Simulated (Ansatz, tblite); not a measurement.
**C₄₆H₃₀S₁₂Si₂: rung by rung**

Aim: run the singlet of C₄₆H₃₀S₁₂Si₂ at one geometry on many levels, and compare frontier levels, spin and run time.

Program: Ansatz 0.2.0, Gaussian basis. Level of theory: as each input shows. These are calculated values, not measurements.

Levels to be run: GFN1-xTB, GFN2-xTB, PBE-D4/def2-SVP, r2SCAN-D4/def2-SVP.

1 further run of the same task is left out (set aside as unsound or not needed).

## Step 1: The structure

The geometry is that of the singlet, from an earlier relaxation (r2SCAN-D4/def2-SVP).

90 atoms, charge 0, spin multiplicity 1.

Bond lengths: C1–Si2 1.879 Å, C1–H61 1.102 Å, C1–H62 1.102 Å, C1–H63 1.103 Å, Si2–C3 1.879 Å, Si2–C4 1.879 Å, Si2–C5 1.845 Å, C3–H64 1.103 Å, C3–H65 1.102 Å, C3–H66 1.102 Å, C4–H67 1.102 Å, C4–H68 1.103 Å, C4–H69 1.102 Å, C5–C6 1.231 Å, C6–C7 1.403 Å, C7–C8 1.393 Å, C7–S60 1.768 Å, C8–C9 1.409 Å and more. Angles: Si2–C1–H61 111.1°, Si2–C1–H62 111.2°, Si2–C1–H63 110.7°, H61–C1–H62 107.8°, H61–C1–H63 107.9°, H62–C1–H63 108.0°, C1–Si2–C3 110.7°, C1–Si2–C4 110.5°, C1–Si2–C5 107.8°, C3–Si2–C4 110.4°, C3–Si2–C5 108.5°, C4–Si2–C5 108.7°, Si2–C3–H64 110.7°, Si2–C3–H65 111.2°, Si2–C3–H66 111.2°, H64–C3–H65 108.0°, H64–C3–H66 107.9°, H65–C3–H66 107.8° and more.

PBE0-D4/def2-SVP was run before; its log isn't repeated, and its numbers join the tables.

## Step 2: GFN1-xTB

Tight binding, by tblite at 300 K electronic temperature and without a spin-polarisation term:

```python
tblite.interface.Calculator('GFN1-xTB', numbers, positions, charge=0, uhf=0).singlepoint()
```

Energy -4392.0494 eV, HOMO -10.14 eV, LUMO -8.83 eV; 1.2 s.

## Step 3: GFN2-xTB

Tight binding, by tblite at 300 K electronic temperature and without a spin-polarisation term:

```python
tblite.interface.Calculator('GFN2-xTB', numbers, positions, charge=0, uhf=0).singlepoint()
```

Energy -4247.1774 eV, HOMO -9.70 eV, LUMO -8.40 eV; 1.2 s.

## Step 4: PBE-D4/def2-SVP

start.molden holds the orbitals of an earlier run on this state, given as this run's starting guess.

in.yaml reads:

```yaml
crystal:
  periodic: [false, false, false]
  atoms:
    - {symbol: C, position_ang: [22.303412, 0.656882, -2.794941]}
    - {symbol: Si, position_ang: [21.868360, 0.064583, -1.065337]}
    - {symbol: C, position_ang: [22.500387, 1.270864, 0.229121]}
    - {symbol: C, position_ang: [22.570043, -1.651922, -0.760272]}
    - {symbol: C, position_ang: [20.029787, -0.016964, -0.942056]}
    - {symbol: C, position_ang: [18.800773, -0.066370, -0.888340]}
    - {symbol: C, position_ang: [17.400975, -0.123556, -0.821295]}
    - {symbol: C, position_ang: [16.491183, -0.111787, -1.875959]}
    - {symbol: C, position_ang: [15.162582, -0.183839, -1.412802]}
    - {symbol: S, position_ang: [13.603256, -0.210342, -2.173223]}
    - {symbol: C, position_ang: [12.795444, -0.311682, -0.609182]}
    - {symbol: C, position_ang: [11.361124, -0.366930, -0.553851]}
    - {symbol: C, position_ang: [10.458301, -0.377400, -1.612959]}
    - {symbol: C, position_ang: [9.124514, -0.429661, -1.160565]}
    - {symbol: S, position_ang: [7.570367, -0.457856, -1.930042]}
    - {symbol: C, position_ang: [6.750678, -0.513824, -0.369318]}
    - {symbol: C, position_ang: [5.316412, -0.539707, -0.318624]}
    - {symbol: C, position_ang: [4.415051, -0.636564, -1.375320]}
    - {symbol: C, position_ang: [3.079552, -0.605971, -0.925649]}
    - {symbol: S, position_ang: [1.525060, -0.664778, -1.693998]}
    - {symbol: C, position_ang: [0.703118, -0.534855, -0.138699]}
    - {symbol: C, position_ang: [-0.730719, -0.504041, -0.086376]}
    - {symbol: C, position_ang: [-1.641755, -0.672352, -1.125528]}
    - {symbol: C, position_ang: [-2.972467, -0.549886, -0.676626]}
    - {symbol: S, position_ang: [-4.534023, -0.635825, -1.426357]}
    - {symbol: C, position_ang: [-5.340321, -0.317809, 0.108877]}
    - {symbol: C, position_ang: [-6.773144, -0.238351, 0.188507]}
    - {symbol: C, position_ang: [-7.544839, -0.021071, 1.328126]}
    - {symbol: C, position_ang: [-8.920194, 0.008218, 1.027413]}
    - {symbol: S, position_ang: [-10.370654, 0.233898, 1.951937]}
    - {symbol: C, position_ang: [-11.369180, 0.065724, 0.507392]}
    - {symbol: C, position_ang: [-12.797947, 0.166589, 0.614289]}
    - {symbol: C, position_ang: [-13.562988, 0.392027, 1.753922]}
    - {symbol: C, position_ang: [-14.942952, 0.428913, 1.459220]}
    - {symbol: S, position_ang: [-16.385913, 0.663106, 2.386756]}
    - {symbol: C, position_ang: [-17.388866, 0.495536, 0.940657]}
    - {symbol: C, position_ang: [-18.784161, 0.596766, 1.041043]}
    - {symbol: C, position_ang: [-20.007917, 0.685609, 1.142803]}
    - {symbol: Si, position_ang: [-21.843898, 0.824659, 1.252458]}
    - {symbol: C, position_ang: [-22.588281, -0.888772, 1.046603]}
    - {symbol: C, position_ang: [-22.429724, 1.963093, -0.123369]}
    - {symbol: C, position_ang: [-22.281096, 1.536269, 2.935224]}
    - {symbol: C, position_ang: [-16.623146, 0.269080, -0.200714]}
    - {symbol: C, position_ang: [-15.246901, 0.232642, 0.099379]}
    - {symbol: S, position_ang: [-13.798502, -0.001532, -0.827679]}
    - {symbol: C, position_ang: [-10.600241, -0.156089, -0.631138]}
    - {symbol: C, position_ang: [-9.222936, -0.186822, -0.332028]}
    - {symbol: S, position_ang: [-7.771256, -0.407814, -1.254556]}
    - {symbol: C, position_ang: [-4.426920, -0.160044, 1.149142]}
    - {symbol: C, position_ang: [-3.099034, -0.291812, 0.700187]}
    - {symbol: S, position_ang: [-1.538623, -0.195250, 1.451795]}
    - {symbol: C, position_ang: [1.605368, -0.452772, 0.918556]}
    - {symbol: C, position_ang: [2.940177, -0.491023, 0.468786]}
    - {symbol: S, position_ang: [4.493544, -0.416043, 1.236640]}
    - {symbol: C, position_ang: [7.653435, -0.509840, 0.690536]}
    - {symbol: C, position_ang: [8.987664, -0.460495, 0.238302]}
    - {symbol: S, position_ang: [10.542337, -0.424138, 1.006997]}
    - {symbol: C, position_ang: [13.703268, -0.322940, 0.444587]}
    - {symbol: C, position_ang: [15.037069, -0.250599, -0.012880]}
    - {symbol: S, position_ang: [16.592437, -0.224030, 0.747619]}
    - {symbol: H, position_ang: [21.912731, -0.032337, -3.560667]}
    - {symbol: H, position_ang: [21.879944, 1.654756, -2.991754]}
    - {symbol: H, position_ang: [23.397053, 0.720371, -2.922146]}
    - {symbol: H, position_ang: [23.599806, 1.346933, 0.186418]}
    - {symbol: H, position_ang: [22.083242, 2.278304, 0.071790]}
    - {symbol: H, position_ang: [22.222732, 0.946337, 1.244775]}
    - {symbol: H, position_ang: [22.296668, -2.021318, 0.241083]}
    - {symbol: H, position_ang: [23.670760, -1.641494, -0.829494]}
    - {symbol: H, position_ang: [22.189662, -2.374068, -1.500295]}
    - {symbol: H, position_ang: [16.806302, -0.053140, -2.918006]}
    - {symbol: H, position_ang: [10.768211, -0.347267, -2.659052]}
    - {symbol: H, position_ang: [4.727844, -0.725545, -2.417221]}
    - {symbol: H, position_ang: [-1.339240, -0.875720, -2.154355]}
    - {symbol: H, position_ang: [-7.117713, 0.107828, 2.322957]}
    - {symbol: H, position_ang: [-13.127969, 0.522860, 2.746387]}
    - {symbol: H, position_ang: [-22.235964, -1.572730, 1.835198]}
    - {symbol: H, position_ang: [-23.689058, -0.845507, 1.100342]}
    - {symbol: H, position_ang: [-22.313143, -1.327167, 0.073940]}
    - {symbol: H, position_ang: [-22.149451, 1.567076, -1.112636]}
    - {symbol: H, position_ang: [-21.986382, 2.966800, -0.024677]}
    - {symbol: H, position_ang: [-23.527046, 2.071440, -0.100048]}
    - {symbol: H, position_ang: [-23.374115, 1.636098, 3.042733]}
    - {symbol: H, position_ang: [-21.833714, 2.533341, 3.074706]}
    - {symbol: H, position_ang: [-21.918676, 0.887284, 3.748468]}
    - {symbol: H, position_ang: [-17.069513, 0.140705, -1.187063]}
    - {symbol: H, position_ang: [-11.032593, -0.285840, -1.624898]}
    - {symbol: H, position_ang: [-4.723080, 0.048149, 2.177581]}
    - {symbol: H, position_ang: [1.293548, -0.370390, 1.961253]}
    - {symbol: H, position_ang: [7.342765, -0.544624, 1.736277]}
    - {symbol: H, position_ang: [13.399300, -0.382214, 1.491241]}
basis:
  gaussian: {orbitals: def2-SVP, fitting: {mean_field: def2-universal-jkfit}, initial_orbitals: start.molden}
hamiltonian: {xc: pbe, dispersion: d4}
scf: {omitted_lower_state_checks: [starts]}
output: {orbitals: {seedname: orbitals}}
```

On the command line:

```bash
$ ansatz run in.yaml --threads 11 --pin off --events-out ev --progress --plain --max-ram 174080MiB --backend cuda --devices 0, --max-vram 75GiB
```

After this run come: r2SCAN-D4/def2-SVP.

**Question.** What will the summary of the whole plan be? Wanted: gap in def2-SVP, named functionals, smallest and largest; binding an atom, functionals in def2-SVP.

As calculated:

```
                                                quantity                                 value
gap in def2-SVP, named functionals, smallest and largest   1.36 eV (PBE-D4), 2.50 eV (PBE0-D4)
                binding an atom, functionals in def2-SVP  5.12 (r2SCAN-D4) to 5.31 eV (PBE-D4)
```

Over the named functionals in def2-SVP the gap runs from 1.36 eV (PBE-D4) to 2.50 eV (PBE0-D4); exact exchange widens it.
